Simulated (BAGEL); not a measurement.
# H2 (hydrogen): HF/3-21G (density fitting with qzvpp-jkfit)

Aim: the vertical electron affinity of H2 (hydrogen) at HF/3-21G (density fitting with qzvpp-jkfit), from 2 runs. 

The calculation is run with BAGEL 1.2.2.

3 further runs of the same task are left out: 2 that didn't finish, 1 set aside as unsound or not needed. Runs told in other sessions of the task aren't counted.

### Step 1. The system as given

H2 has 2 atoms, charge 0, and is taken as a singlet. As SMILES, `[H][H]`. The shape is that of a PBE0-D4/def2-TZVP optimisation.

Bond lengths: H1–H2 0.746 Å.

### Step 2. A single-point energy at HF/3-21G (density fitting with qzvpp-jkfit)

Contents of input.json:

```json
{ "bagel": [

{
  "title": "molecule",
  "basis": "3-21g",
  "df_basis": "qzvpp-jkfit",
  "angstrom": true,
  "geometry": [
    { "atom": "H", "xyz": [    0.319300,   -0.099200,    0.165500 ] },
    { "atom": "H", "xyz": [   -0.319300,    0.099200,   -0.165500 ] }
  ]
},
{ "title": "hf" },
{ "title": "print", "file": "orbitals.molden", "orbitals": true }

]}
```

Launch:

```
$ BAGEL_NUM_THREADS=1 BAGEL input.json > input.out
```

The log of the run:

```text
* using 1 threads per process

  ===============================================================
  ===============================================================

  *** Geometry ***

  { "atom" : "H", "xyz" : [      0.603390,     -0.187461,      0.312750 ] },
  { "atom" : "H", "xyz" : [     -0.603390,      0.187461,     -0.312750 ] },

  Number of auxiliary basis functions:       36

  Since a DF basis is specified, we compute 2- and 3-index integrals:
    o Being stored without compression. Storage requirement is 0.000 GB

  Number of basis functions:        4
  Number of electrons      :        2

    * METHOD: MOLECULE                             0.02

  *** RHF ***

  === Nuclear Repulsion ===
     0.7092142410

      * DIIS with orbital gradients will be used.

  === RHF iteration (3-21g) ===
      0         -1.12074119          0.03001989           0.00
      1         -1.12283410          0.00436507           0.00
      2         -1.12287937          0.00000426           0.00
      3         -1.12287937          0.00000148           0.00
      4         -1.12287937          0.00000162           0.00
      5         -1.12287937          0.00000123           0.00
      6         -1.12287937          0.00000000           0.00
    * SCF iteration converged.

    * Permanent dipole moment:
           (    0.000000,    -0.000000,     0.000000) a.u.

    * METHOD: HF                                   0.02

    * METHOD: PRINT                                0.00

  ===============================================================
```

Run time: 0.18 s. Hardware: 1 thread of Arm Neoverse N1, shared host.

### Step 3. The doublet anion at the same level

Contents of calc.json:

```json
{ "bagel": [

{
  "title": "molecule",
  "basis": "3-21g",
  "df_basis": "qzvpp-jkfit",
  "angstrom": true,
  "geometry": [
    { "atom": "H", "xyz": [    0.319300,   -0.099200,    0.165500 ] },
    { "atom": "H", "xyz": [   -0.319300,    0.099200,   -0.165500 ] }
  ]
},
{ "title": "uhf", "charge": -1, "nopen": 1 },
{ "title": "print", "file": "orbitals.molden", "orbitals": true }

]}
```

Launch:

```
$ BAGEL_NUM_THREADS=1 BAGEL calc.json > calc.out
```

The log of the run:

```text
* using 1 threads per process

  ===============================================================
  ===============================================================

  *** Geometry ***

  { "atom" : "H", "xyz" : [      0.603390,     -0.187461,      0.312750 ] },
  { "atom" : "H", "xyz" : [     -0.603390,      0.187461,     -0.312750 ] },

  Number of auxiliary basis functions:       36

  Since a DF basis is specified, we compute 2- and 3-index integrals:
    o Being stored without compression. Storage requirement is 0.000 GB

  Number of basis functions:        4
  Number of electrons      :        2

    * METHOD: MOLECULE                             0.02

  *** Open-shell HF ***

  === Nuclear Repulsion ===
     0.7092142410

      * DIIS with orbital gradients will be used.

  === UHF iteration (3-21g) ===
      0         -0.86372667          0.05319951           0.00
      1         -0.86717133          0.00299617           0.00
      2         -0.86726274          0.00065381           0.00
      3         -0.86727480          0.00035452           0.00
      4         -0.86727877          0.00000605           0.00
      5         -0.86727883          0.00000258           0.00
      6         -0.86727883          0.00000222           0.00
      7         -0.86727883          0.00000123           0.00
      8         -0.86727884          0.00000002           0.00
      9         -0.86727884          0.00000000           0.00
    * SCF iteration converged.

    * S^2 (UHF) is 0.7502

    * Permanent dipole moment:
           (    0.000000,    -0.000000,     0.000000) a.u.

    * METHOD: UHF                                  0.02

    * METHOD: PRINT                                0.00

  ===============================================================
```

Run time: 0.18 s. Hardware: 1 thread of Arm Neoverse N1, shared host.

### Step 4. Outcome

Level: HF/3-21G (density fitting with qzvpp-jkfit).

```
                                         quantity        value
                         singlet H2: total energy  -1.12288 Eh
                        singlet H2: dipole moment       0.00 D
                          singlet H2: HOMO energy    -16.08 eV
                          singlet H2: LUMO energy      7.14 eV
                        singlet H2: HOMO–LUMO gap     23.21 eV
                      doublet anion: total energy  -0.86728 Eh
                              doublet anion: ⟨S²⟩        0.750
vertical electron affinity (to the doublet anion)    -6.955 eV
```

**Reading.** The anion lies 6.96 eV (160 kcal/mol) above the neutral: the electron isn't bound at this level, and such a value depends on the basis. Without diffuse functions anions come out too high. Hartree–Fock misses the correlation that binds many anions.
